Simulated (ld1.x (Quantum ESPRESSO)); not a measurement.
# Ge: generating and testing a TM potential

Aim: build the potential from the settings below, then test how well it stands in for the atom: other configurations, scattering, ghost states and the plane-wave cutoff that it needs.

The numbers are computed with ld1.x (Quantum ESPRESSO) 7.5 (LDA (PW92), scalar-relativistic, spin-unpolarised reference atom).

## Step 1: Settings

The settings as typed:

```json
{
 "element": "germanium (Ge, Z = 32)",
 "type": "norm-conserving Troullier–Martins (Kleinman–Bylander form)",
 "frozen core": "[Ar]",
 "valence charge": "14",
 "reference configuration": "3d10 4s2 4p2",
 "partial waves": "4s (bound): rc 1.30 bohr; 4p (bound): rc 2.20 bohr; 3d (bound): rc 0.95 bohr",
 "local potential": "the d channel",
 "core correction": "not asked for"
}
```

The outer shells as boxes (Hund's rule for the drawing; the calculation is spin-unpolarised):

```
[Ar] core
3d [↑↓][↑↓][↑↓][↑↓][↑↓]
4s [↑↓]
4p [↑ ][↑ ][  ]
```

## Step 2: The generation run

Ge.in reads:

```
 &input
   title='Ge', zed=32., rel=1, dft='PW', iswitch=3,
   config='[Ar] 3d10 4s2 4p2',
   nld=3, rlderiv=2.40, eminld=-4.0, emaxld=5.0, deld=0.02
 /
 &inputp
   pseudotype=2, tm=.true., lloc=2,
   nlcc=.false.,
   file_pseudopw='Ge.UPF', file_wfcaegen='ae.wfc', file_wfcncgen='nc.wfc', file_beta='beta', file_chi='chi'
 /
3
4S  1  0   2.00   0.00  1.30  1.30  0.0
4P  2  1   2.00   0.00  2.20  2.20  0.0
3D  3  2  10.00   0.00  0.95  0.95  0.0
 &test
   configts(1)='3d10 4s2 4p2'
 /
```

Launch:

```sh
$ ld1.x < Ge.in > Ge.out
```

Output in Ge.out (without the banner and most projector matrices):

```text
     Program LD1 v.7.5
     --------------------------- All-electron run ----------------------------

     Ge
     scalar relativistic calculation

     atomic number is 32.00
     dft =PW   lsd =0 sic =0 latt =0  beta=0.20 tr2=1.0E-14
     Exchange-correlation= PW
                           (   1   4   0   0   0   0   0)
     mesh =1207 r(mesh) = 100.41023 a.u. xmin = -7.00 dx = 0.01250
     1 Ry =  13.60569312 eV, c = 137.03599908

     n l     nl                  e(Ry)          e(Ha)          e(eV)
     1 0     1S 1( 2.00)      -804.1600      -402.0800    -10941.1542
     2 0     2S 1( 2.00)      -100.6525       -50.3263     -1369.4476
     2 1     2P 1( 6.00)       -88.0554       -44.0277     -1198.0551
     3 0     3S 1( 2.00)       -12.3286        -6.1643      -167.7390
     3 1     3P 1( 6.00)        -8.4807        -4.2403      -115.3856
     3 2     3D 1(10.00)        -2.1726        -1.0863       -29.5594
     4 0     4S 1( 2.00)        -0.8780        -0.4390       -11.9457
     4 1     4P 1( 2.00)        -0.2974        -0.1487        -4.0467

     final scf error:  4.4E-15 reached in  30 iterations

     Etot =   -4191.798606 Ry,   -2095.899303 Ha,  -57032.325467 eV

     Ekin =    4266.105442 Ry,    2133.052721 Ha,   58043.321479 eV
     Encl =  -10108.759696 Ry,   -5054.379848 Ha, -137536.682276 eV
     Eh   =    1803.887856 Ry,     901.943928 Ha,   24543.144598 eV
     Exc  =    -153.032209 Ry,     -76.516104 Ha,   -2082.109269 eV

     normalization and overlap integrals

     s(1S/1S) =  1.000000  <r> =   0.0471  <r2> =    0.0030  r(max) =   0.0309
     s(2S/2S) =  1.000000  <r> =   0.2104  <r2> =    0.0522  r(max) =   0.1754
     s(2P/2P) =  1.000000  <r> =   0.1839  <r2> =    0.0414  r(max) =   0.1418
     s(3S/3S) =  1.000000  <r> =   0.6254  <r2> =    0.4515  r(max) =   0.5402
     s(3P/3P) =  1.000000  <r> =   0.6478  <r2> =    0.4946  r(max) =   0.5402
     s(3D/3D) =  1.000000  <r> =   0.7371  <r2> =    0.6984  r(max) =   0.5012
     s(4S/4S) =  1.000000  <r> =   2.1062  <r2> =    5.1381  r(max) =   1.7277
     s(4P/4P) =  1.000000  <r> =   2.8795  <r2> =    9.9101  r(max) =   2.1908

     ------------------------ End of All-electron run ------------------------

     --------------------- Generating NC pseudopotential ---------------------

      Generating local pot.: lloc=2, matching radius rcloc =   0.9500

      Wfc   4S  rcut= 1.296  Using Troullier-Martins method

      Wfc   4P  rcut= 2.191  Using Troullier-Martins method

     ------------------- End of pseudopotential generation -------------------

     [... the all-electron block is printed once more ...]


     Computing logarithmic derivative in   2.40616
     Computing logarithmic derivative in   2.40616
     Computing the partial wave expansion
     R is outside the sphere for l=    0 j= 0.00
     R is outside the sphere for l=    1 j= 0.00
       no projector for channel:   2

     ---------------------- Testing the pseudopotential ----------------------

     Ge
     scalar relativistic calculation

     atomic number is 32.00   valence charge is 14.00
     dft =PW   lsd =0 sic =0 latt =0  beta=0.20 tr2=1.0E-14
     mesh =1207 r(mesh) = 100.41023 xmin = -7.00 dx = 0.01250

     n l     nl             e AE (Ry)        e PS (Ry)    De AE-PS (Ry)
     3 2     3D   1(10.00)       -2.17258       -2.17261        0.00003
     1 0     4S   1( 2.00)       -0.87799       -0.87798       -0.00001
     2 1     4P   1( 2.00)       -0.29743       -0.29743        0.00000

     eps = 7.1E-15  iter = 25

     Etot =   -4191.798606 Ry,   -2095.899303 Ha,  -57032.325467 eV
     Etotps =  -184.108652 Ry,     -92.054326 Ha,   -2504.925815 eV

     Ekin =     254.348707 Ry,     127.174353 Ha,    3460.590449 eV
     Encl =    -586.543543 Ry,    -293.271772 Ha,   -7980.331451 eV
     Ehrt =     167.103547 Ry,      83.551774 Ha,    2273.559582 eV
     Ecxc =     -22.407137 Ry,     -11.203569 Ha,    -304.864633 eV
     Epseu=       3.389775 Ry,       1.694887 Ha,      46.120238 eV

     ---------------------- End of pseudopotential test ----------------------
```

It took 1.8 s on 1 thread of Neoverse-V1, shared host. This counts the later configuration tests of the new file too.

Partial waves on a coarse radial grid (AE all-electron, PS pseudo):

```csv
r (bohr),4s AE,4s PS
0.110,0.1834,0.0569
0.220,0.0847,0.1086
0.330,-0.2103,0.1508
0.440,-0.3473,0.1821
0.550,-0.3116,0.2054
0.660,-0.1748,0.2278
0.770,0.0013,0.2590
0.880,0.1787,0.3086
0.990,0.3379,0.3831
1.100,0.4708,0.4785
1.210,0.5755,0.5757
1.320,0.6534,0.6534
1.430,0.7075,0.7075
1.540,0.7412,0.7412
1.650,0.7578,0.7578
1.760,0.7607,0.7607
1.870,0.7526,0.7526
1.980,0.7360,0.7360
2.090,0.7130,0.7130
2.200,0.6853,0.6853
2.310,0.6544,0.6544
2.420,0.6214,0.6214
2.530,0.5872,0.5872
2.640,0.5527,0.5527
2.750,0.5183,0.5183
2.860,0.4845,0.4845
```

## Step 3: Configuration tests

Ge.test.in reads:

```
 &input
   title='Ge', zed=32., rel=1, dft='PW', iswitch=2,
   config='[Ar] 3d10 4s2 4p2'
 /
 &test
   file_pseudo='Ge.UPF', nconf=10,
   configts(1)='3d10 4s2 4p2',
   configts(2)='3d10 4s2 4p1',
   configts(3)='3d10 4s2 4p0',
   configts(4)='3d10 4s1 4p0',
   configts(5)='3d9 4s2 4p2',
   configts(6)='3d10 4s0 4p0',
   configts(7)='3d10 4s1 4p3',
   configts(8)='3d10 4s2 4p1.5',
   configts(9)='3d10 4s2 4p2', lsdts(9)=1,
   configts(10)='3d10 4s2 4p1', lsdts(10)=1
 /
```

Launch:

```sh
$ ld1.x < Ge.test.in > Ge.test.out
```

Ge.test.out, the pseudopotential blocks, each with the warnings that came before it:

```text
     ---------------------- Testing the pseudopotential ----------------------

     Ge
     scalar relativistic calculation

     atomic number is 32.00   valence charge is 14.00
     dft =PW   lsd =0 sic =0 latt =0  beta=0.20 tr2=1.0E-14
     mesh =1207 r(mesh) = 100.41023 xmin = -7.00 dx = 0.01250

     n l     nl             e AE (Ry)        e PS (Ry)    De AE-PS (Ry)
     3 2     3D   1(10.00)       -2.17258       -2.17261        0.00003
     1 0     4S   1( 2.00)       -0.87799       -0.87798       -0.00001
     2 1     4P   1( 2.00)       -0.29743       -0.29743        0.00000

     eps = 7.8E-15  iter = 25

     Etot =   -4191.798606 Ry,   -2095.899303 Ha,  -57032.325467 eV
     Etotps =  -184.108652 Ry,     -92.054326 Ha,   -2504.925817 eV

     Ekin =     254.348706 Ry,     127.174353 Ha,    3460.590444 eV
     Encl =    -586.543543 Ry,    -293.271771 Ha,   -7980.331449 eV
     Ehrt =     167.103547 Ry,      83.551774 Ha,    2273.559583 eV
     Ecxc =     -22.407137 Ry,     -11.203569 Ha,    -304.864633 eV
     Epseu=       3.389775 Ry,       1.694887 Ha,      46.120238 eV

     ---------------------- End of pseudopotential test ----------------------

     ---------------------- Testing the pseudopotential ----------------------

     Ge
     [...]
     n l     nl             e AE (Ry)        e PS (Ry)    De AE-PS (Ry)
     3 2     3D   1(10.00)       -2.83827       -2.83247       -0.00580  !
     1 0     4S   1( 2.00)       -1.48042       -1.47987       -0.00056
     2 1     4P   1( 1.00)       -0.84292       -0.84273       -0.00020

     eps = 5.0E-15  iter = 26

     Etot =   -4191.237781 Ry,   -2095.618890 Ha,  -57024.695050 eV
     Etotps =  -183.547833 Ry,     -91.773916 Ha,   -2497.295489 eV
     dEtot_ae =       0.560825 Ry
     dEtot_ps =       0.560819 Ry,   Delta E=       0.000007 Ry

     [...]
     ---------------------- End of pseudopotential test ----------------------

     ---------------------- Testing the pseudopotential ----------------------

     Ge
     [...]
     n l     nl             e AE (Ry)        e PS (Ry)    De AE-PS (Ry)
     3 2     3D   1(10.00)       -3.64177       -3.62551       -0.01626  !
     1 0     4S   1( 2.00)       -2.17788       -2.17649       -0.00140
     2 1     4P   1( 0.00)       -1.47859       -1.47819       -0.00040

     eps = 1.4E-15  iter = 20

     Etot =   -4190.083132 Ry,   -2095.041566 Ha,  -57008.985260 eV
     Etotps =  -182.393334 Ry,     -91.196667 Ha,   -2481.587725 eV
     dEtot_ae =       1.715474 Ry
     dEtot_ps =       1.715318 Ry,   Delta E=       0.000155 Ry

     [...]
     ---------------------- End of pseudopotential test ----------------------

     ---------------------- Testing the pseudopotential ----------------------

     Ge
     [...]
     n l     nl             e AE (Ry)        e PS (Ry)    De AE-PS (Ry)
     3 2     3D   1(10.00)       -4.66587       -4.64096       -0.02490  !
     1 0     4S   1( 1.00)       -3.00586       -3.00277       -0.00309
     2 1     4P   1( 0.00)       -2.23564       -2.23444       -0.00121

     eps = 8.3E-15  iter = 25

     Etot =   -4187.494877 Ry,   -2093.747438 Ha,  -56973.770244 eV
     Etotps =  -179.807093 Ry,     -89.903547 Ha,   -2446.400129 eV
     dEtot_ae =       4.303730 Ry
     dEtot_ps =       4.301559 Ry,   Delta E=       0.002171 Ry

     [...]
     ---------------------- End of pseudopotential test ----------------------

     Warning: n=2, l=1 expected 0 nodes, found 1
     ---------------------- Testing the pseudopotential ----------------------

     Ge
     [...]
     n l     nl             e AE (Ry)        e PS (Ry)    De AE-PS (Ry)
     3 2     3D   1( 9.00)       -3.60065       -3.63024        0.02960  !
     1 0     4S   1( 2.00)       -1.68815       -1.68576       -0.00238
     2 1     4P   1( 2.00)       -0.98250       -0.97267       -0.00983  !

     eps = 5.9E-15  iter = 26

     Etot =   -4188.935723 Ry,   -2094.467861 Ha,  -56993.373957 eV
     Etotps =  -181.228979 Ry,     -90.614489 Ha,   -2465.745873 eV
     dEtot_ae =       2.862883 Ry
     dEtot_ps =       2.879673 Ry,   Delta E=      -0.016790 Ry

     [...]
     ---------------------- End of pseudopotential test ----------------------

     ---------------------- Testing the pseudopotential ----------------------

     Ge
     [...]
     n l     nl             e AE (Ry)        e PS (Ry)    De AE-PS (Ry)
     3 2     3D   1(10.00)       -5.76150       -5.73337       -0.02812  !
     1 0     4S   1( 0.00)       -3.84641       -3.84383       -0.00258
     2 1     4P   1( 0.00)       -3.00061       -3.14400        0.14339  !

     eps = 2.4E-16  iter = 14

     Etot =   -4184.066059 Ry,   -2092.033030 Ha,  -56927.118809 eV
     Etotps =  -176.381148 Ry,     -88.190574 Ha,   -2399.787768 eV
     dEtot_ae =       7.732547 Ry
     dEtot_ps =       7.727504 Ry,   Delta E=       0.005043 Ry

     [...]
     ---------------------- End of pseudopotential test ----------------------

     ---------------------- Testing the pseudopotential ----------------------

     Ge
     [...]
     n l     nl             e AE (Ry)        e PS (Ry)    De AE-PS (Ry)
     3 2     3D   1(10.00)       -2.29897       -2.30159        0.00263
     1 0     4S   1( 1.00)       -0.94891       -0.94843       -0.00048
     2 1     4P   1( 3.00)       -0.34711       -0.34688       -0.00023

     eps = 7.6E-15  iter = 23

     Etot =   -4191.207254 Ry,   -2095.603627 Ha,  -57024.279707 eV
     Etotps =  -183.517389 Ry,     -91.758694 Ha,   -2496.881277 eV
     dEtot_ae =       0.591353 Ry
     dEtot_ps =       0.591263 Ry,   Delta E=       0.000090 Ry

     [...]
     ---------------------- End of pseudopotential test ----------------------

     ---------------------- Testing the pseudopotential ----------------------

     Ge
     [...]
     n l     nl             e AE (Ry)        e PS (Ry)    De AE-PS (Ry)
     3 2     3D   1(10.00)       -2.48531       -2.48299       -0.00232
     1 0     4S   1( 2.00)       -1.16450       -1.16427       -0.00023
     2 1     4P   1( 1.50)       -0.55629       -0.55621       -0.00008

     eps = 4.5E-15  iter = 23

     Etot =   -4191.586507 Ry,   -2095.793253 Ha,  -57029.439709 eV
     Etotps =  -183.896541 Ry,     -91.948270 Ha,   -2502.039903 eV
     dEtot_ae =       0.212099 Ry
     dEtot_ps =       0.212111 Ry,   Delta E=      -0.000011 Ry

     [...]
     ---------------------- End of pseudopotential test ----------------------

     ---------------------- Testing the pseudopotential ----------------------

     Ge
     [...]
     n l     nl             e AE (Ry)        e PS (Ry)    De AE-PS (Ry)
     3 2     3D   1( 5.00)       -2.16472       -2.16357       -0.00114
     1 0     4S   1( 1.00)       -0.90915       -0.90993        0.00078
     2 1     4P   1( 2.00)       -0.32852       -0.32884        0.00032
     3 2     3D   2( 5.00)       -2.15228       -2.15265        0.00037
     1 0     4S   2( 1.00)       -0.81680       -0.81502       -0.00178
     2 1     4P   2( 0.00)       -0.23882       -0.23785       -0.00097

     eps = 9.3E-15  iter = 24

     Etot =   -4191.842901 Ry,   -2095.921451 Ha,  -57032.928132 eV
     Etotps =  -184.153607 Ry,     -92.076803 Ha,   -2505.537460 eV
     dEtot_ae =      -0.044295 Ry
     dEtot_ps =      -0.044955 Ry,   Delta E=       0.000660 Ry

     [...]
     ---------------------- End of pseudopotential test ----------------------

     ---------------------- Testing the pseudopotential ----------------------

     Ge
     [...]
     n l     nl             e AE (Ry)        e PS (Ry)    De AE-PS (Ry)
     3 2     3D   1( 5.00)       -2.83918       -2.83278       -0.00639  !
     1 0     4S   1( 1.00)       -1.50546       -1.50560        0.00014
     2 1     4P   1( 1.00)       -0.86819       -0.86841        0.00022
     3 2     3D   2( 5.00)       -2.83115       -2.82562       -0.00553  !
     1 0     4S   2( 1.00)       -1.44712       -1.44556       -0.00157
     2 1     4P   2( 0.00)       -0.80899       -0.80816       -0.00083

     eps = 9.2E-15  iter = 23

     Etot =   -4191.252450 Ry,   -2095.626225 Ha,  -57024.894632 eV
     Etotps =  -183.562768 Ry,     -91.781384 Ha,   -2497.498694 eV
     dEtot_ae =       0.546156 Ry
     dEtot_ps =       0.545883 Ry,   Delta E=       0.000273 Ry

     [...]
     ---------------------- End of pseudopotential test ----------------------
```

The tests as a table, with energies relative to 3d10 4s2 4p2. Spin-polarised rows fill open shells by Hund's rule and count from the unpolarised reference. A star marks tests that logged a warning.

| valence configuration | charge | ΔE all-electron (eV) | error AE − PS (meV) |
| --- | --- | --- | --- |
| 3d10 4s2 4p1 | +1 | 7.630 | +0.1 |
| 3d10 4s2 4p0 | +2 | 23.340 | +2.1 |
| 3d10 4s1 4p0 | +3 | 58.555 | +30 |
| 3d9 4s2 4p2 * | +1 | 38.952 | -228 |
| 3d10 4s0 4p0 | +4 | 105.207 | +69 |
| 3d10 4s1 4p3 | 0 | 8.046 | +1.2 |
| 3d10 4s2 4p1.5 | +0.5 | 2.886 | -0.1 |
| 3d10 4s2 4p2 (spin-polarised) | 0 | -0.603 | +9.0 |
| 3d10 4s2 4p1 (spin-polarised) | +1 | 7.431 | +3.7 |

## Step 4: Scattering by logarithmic derivatives

Taken from the files of the generation run. The phase is arctan(r·u′/u) with u = r·R, unwrapped, with energies in Ry. A pole is an energy at which the radial function vanishes at the test radius. The pseudo phase is shifted by a multiple of π to meet the all-electron one at the reference energy. Levels narrower than the energy grid can be missing from the poles. The last column is the largest difference on the grid between −1 and +1 Ry.

| channel | radius (bohr) | reference (Ry) | poles AE | poles PS | window around the reference with phases within 0.05 rad (Ry) | largest difference near zero (rad) |
| --- | --- | --- | --- | --- | --- | --- |
| s | 2.41 | -0.88 | 0.43 | 0.38, 3.59 | below 1.6 | 0.014 |
| p | 2.41 | -0.30 | 1.66 | 1.61 | below 3.4 | 0.004 |
| d | 2.41 | -2.17 | -2.14, 3.86 | -2.14, 3.98 | the whole range | 0.021 |

Phases (rad) along the scan:

```csv
E (Ry),d AE,d PS,s AE,s PS
-4.00,1.363,1.363,1.316,1.315
-3.52,1.349,1.349,1.287,1.286
-3.04,1.328,1.328,1.246,1.245
-2.56,1.286,1.286,1.181,1.180
-2.08,-1.704,-1.704,1.059,1.057
-1.60,-1.837,-1.836,0.750,0.747
-1.12,-1.886,-1.886,-0.276,-0.278
-0.64,-1.947,-1.946,-1.168,-1.168
-0.16,-2.038,-2.036,-1.435,-1.438
0.32,-2.204,-2.197,-1.552,-1.559
0.80,-2.576,-2.555,-1.625,-1.639
1.28,-3.400,-3.352,-1.682,-1.710
1.76,-4.109,-4.077,-1.736,-1.800
2.24,-4.407,-4.389,-1.797,-1.993
2.72,-4.550,-4.537,-1.877,-3.328
3.20,-4.635,-4.623,-2.003,-4.545
3.68,-4.694,-4.683,-2.246,-4.736
4.16,-4.741,-4.729,-2.818,-4.839
4.64,-4.784,-4.770,-3.698,-4.941
```

## Step 5: Plane-wave convergence, by spherical Bessel functions

A separate test, outside the generator: the pseudo-atom's Hamiltonian at the reference potential is diagonalised in spherical Bessel functions j_l(qr) that vanish at 20 bohr, with q² up to the cutoff.

All-electron valence levels (Ry): 4s -0.8780, 4p -0.2974, 3d -2.1726. The lowest levels of each channel (Ry) by cutoff; the last column sums, over occupied levels, occupation times the distance from the level at 400 Ry. A positive value at high cutoff is not a bound level.

```
cutoff (Ry)      s #1     s #2      p #1     p #2     d #1    f #1  Σ f·Δε (mRy)
          8   -0.8459  -0.0285   -0.2951   0.0268   0.0541  0.1098       22333.2
         15   -1.3985  -0.1089   -0.2968   0.0267   0.0526  0.1098       23292.5
         25   -9.7988  -0.8088   -0.2975   0.0267   0.0503  0.1098       22365.1
         40  -20.5633  -0.8715   -3.2975  -0.2974   0.0411  0.1098       22148.0
         55  -25.1154  -0.8753   -7.9494  -0.2974  -0.0186  0.1098       21542.7
         90  -28.7074  -0.8773  -14.0242  -0.2974  -0.7292  0.1098       14433.4
        120  -29.9062  -0.8775  -16.2596  -0.2974  -1.4673  0.1098        7051.2
        180  -30.4905  -0.8779  -17.2441  -0.2974  -2.1038  0.1098         685.5
        260  -30.4975  -0.8780  -17.3218  -0.2974  -2.1717  0.1098           6.6
        400  -30.5010  -0.8780  -17.3247  -0.2974  -2.1724  0.1098           0.0
```

The sum stays within 10 mRy from 260 Ry and within 1 mRy only somewhere over 300 Ry. The sum leaves out empty levels, which can need more. Ghost test: ghost states, bound below the all-electron valence or empty levels of the same l: s at -415.0 eV, p at -235.7 eV.

## Step 6: Results

```
                                                quantity                                                   value
               cutoffs for 10 and 1 mRy, occupied levels                                  260 Ry and over 300 Ry
                                            bound ghosts                        s at -414.99 eV, p at -235.72 eV
         largest test error (AE − PS), unpolarised tests  -228 meV, for 3d9 4s2 4p2 (this test logged a warning)
largest phase difference near zero energy, channels read                                               0.021 rad
```

It has a bound ghost (s, p), a state that the atom doesn't have, and that rules the file out. By total energies transferability is poor: the largest error is 228 meV on 39.0 eV, for 3d9 4s2 4p2. The potential is very hard: the looser tolerance needs 260 Ry. The tighter tolerance needs over 300 Ry, and converged work needs a cutoff nearer that. The slowest occupied level is 3d: taken alone it needs 260 Ry to come within 1 mRy, against 90 Ry for 4s. Near zero energy the phases of the channels with partial waves agree within 0.021 rad.
